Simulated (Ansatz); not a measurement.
**C4H10Mg: basis-set convergence**

Aim: see how fast density functionals converge with the basis set for C4H10Mg.

Computed with Ansatz 0.2.0, Gaussian basis. Level: one geometry, several basis sets.

Plan: PBE0-D4/def2-SVP; ωB97M-V/def2-SVP; PBE0-D4/def2-QZVPP; ωB97M-V/def2-QZVPP; the functionals' def2-TZVPP values are taken from earlier runs.

### 1 The geometry

The geometry comes from an earlier relaxation with PBE0-D4 in a triple-zeta def2 set; it is a stationary point, not always the lowest conformer.

SMILES `C[CH2][Mg][CH2]C`, 15 atoms, charge 0, spin multiplicity 1.

Atoms are counted from 1 here; the program's logs count them from 0.

Bond lengths: C1–C2 1.531 Å, C1–H6 1.095 Å, C1–H7 1.097 Å, C1–H8 1.095 Å, C2–Mg3 2.106 Å, C2–H9 1.098 Å, C2–H10 1.098 Å, Mg3–C4 2.106 Å, C4–C5 1.531 Å, C4–H11 1.098 Å, C4–H12 1.098 Å, C5–H13 1.095 Å, C5–H14 1.097 Å, C5–H15 1.095 Å. Angles: C2–C1–H6 112.0°, C2–C1–H7 112.8°, C2–C1–H8 112.0°, H6–C1–H7 106.5°, H6–C1–H8 106.5°, H7–C1–H8 106.5°, C1–C2–Mg3 116.2°, C1–C2–H9 109.5°, C1–C2–H10 109.5°, Mg3–C2–H9 108.2°, Mg3–C2–H10 108.2°, H9–C2–H10 104.7°, C2–Mg3–C4 179.4°, Mg3–C4–C5 116.2°, Mg3–C4–H11 108.2°, Mg3–C4–H12 108.2°, C5–C4–H11 109.5°, C5–C4–H12 109.5° and more.

### 2 PBE0-D4 in def2-SVP

The input, in.yaml:

```yaml
crystal:
  periodic: [false, false, false]
  atoms:
    - {symbol: C, position_ang: [0.446976, 2.056507, 1.918572]}
    - {symbol: C, position_ang: [1.170797, 0.717342, 1.755185]}
    - {symbol: Mg, position_ang: [0.509449, -0.511828, 0.178600]}
    - {symbol: C, position_ang: [-0.168062, -1.724871, -1.403596]}
    - {symbol: C, position_ang: [-1.340121, -1.177383, -2.222454]}
    - {symbol: H, position_ang: [-0.624382, 1.924959, 2.101788]}
    - {symbol: H, position_ang: [0.835534, 2.650650, 2.755101]}
    - {symbol: H, position_ang: [0.534949, 2.682903, 1.024949]}
    - {symbol: H, position_ang: [1.097458, 0.145528, 2.689769]}
    - {symbol: H, position_ang: [2.246017, 0.896547, 1.622587]}
    - {symbol: H, position_ang: [-0.436524, -2.706925, -0.992139]}
    - {symbol: H, position_ang: [0.681455, -1.925439, -2.069850]}
    - {symbol: H, position_ang: [-1.100197, -0.218458, -2.693174]}
    - {symbol: H, position_ang: [-1.646684, -1.853184, -3.030585]}
    - {symbol: H, position_ang: [-2.228465, -1.007248, -1.605553]}
basis:
  gaussian: {orbitals: def2-SVP}
hamiltonian: {xc: pbe0, dispersion: d4}
output: {orbitals: {seedname: orbitals}}
```

Launch:

```bash
$ ansatz run in.yaml --threads 2 --pin off --events-out ev --progress --plain --max-ram 22528MiB --backend cpu
```

The runs that follow: ωB97M-V in def2-SVP; PBE0-D4 in def2-QZVPP; ωB97M-V in def2-QZVPP.

Q: Predict the results of all the runs planned. Wanted: PBE0-D4: double and triple zeta above quadruple; ωB97M-V: double and triple zeta above quadruple.

**Answer**, as computed:

| quantity | value |
| --- | --- |
| PBE0-D4: double and triple zeta above quadruple | 7.11, 0.50 eV |
| ωB97M-V: double and triple zeta above quadruple | 7.39, 0.48 eV |

**Reading.** For PBE0-D4 the step from double to triple zeta gains 6.62 eV and the next only 0.50 eV. These are total energies; as a rule much of such shifts cancels in differences, which this series doesn't test.
